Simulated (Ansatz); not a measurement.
# SnSe: the cost of one run

Computed with Ansatz 0.2.0 (DFT LDA, scalar-relativistic, plane waves, PAW, unless a step's input says otherwise).

### Step 1. The starting structure

Symmetry: Fm-3m, No. 225, cubic system. Conventional cell: a = 6.020 Å, b = 6.020 Å, c = 6.020 Å, α = 90.00°, β = 90.00°, γ = 90.00°. Sn (site symmetry m-3m) is surrounded by 6 Se at 3.01 Å. Se (site symmetry m-3m) has 6 Sn at 3.01 Å as nearest neighbours.

Coordinates:

```cif
data_structure
_symmetry_space_group_name_H-M 'P 1'
_symmetry_Int_Tables_number 1
_cell_length_a 6.0200
_cell_length_b 6.0200
_cell_length_c 6.0200
_cell_angle_alpha 90.000
_cell_angle_beta 90.000
_cell_angle_gamma 90.000
_cell_volume 218.17
loop_
_atom_site_label
_atom_site_type_symbol
_atom_site_fract_x
_atom_site_fract_y
_atom_site_fract_z
_atom_site_occupancy
Sn1 Sn 0.00000 0.50000 0.50000 1
Sn2 Sn 0.50000 0.00000 0.50000 1
Sn3 Sn 0.50000 0.50000 0.00000 1
Sn4 Sn 0.00000 0.00000 0.00000 1
Se1 Se 0.50000 0.00000 0.00000 1
Se2 Se 0.00000 0.50000 0.00000 1
Se3 Se 0.00000 0.00000 0.50000 1
Se4 Se 0.50000 0.50000 0.50000 1
```

The cell is taken as given, not relaxed at this level.

### Step 2. The undisturbed cell

Contents of input.yaml:

```yaml
crystal:
  lattice:
    - [6.02, 0.0, 0.0]
    - [0.0, -6.02, 0.0]
    - [0.0, 0.0, -6.02]
  atoms:
    - { symbol: Sn, position: [0.0, 0.5, 0.5] }
    - { symbol: Sn, position: [0.5, 0.0, 0.5] }
    - { symbol: Sn, position: [0.5, 0.5, 0.0] }
    - { symbol: Sn, position: [0.0, 0.0, 0.0] }
    - { symbol: Se, position: [0.5, 0.0, 0.0] }
    - { symbol: Se, position: [0.0, 0.5, 0.0] }
    - { symbol: Se, position: [0.0, 0.0, 0.5] }
    - { symbol: Se, position: [0.5, 0.5, 0.5] }
basis:
  ecutwfc: 350.0
kpoints:
  mp_grid: { grid: [6, 6, 6] }
hamiltonian:
  xc: lda
scf:
  occupations: { method: gaussian, width: 0.05 }
output:
  forces: true
  stress: true
  eigenvalues: true
```

On the command line:

```
> ansatz run input.yaml --threads 1 --pin off --max-ram 2560MiB --backend cpu --events-out ev --progress --plain --runs-dir out
```

**Question.** How long does this run take on 1 thread of AMD EPYC 7R13 (Zen 3), shared host, and how much memory does it need?

About 14 s, with a peak of 0.56 GiB.
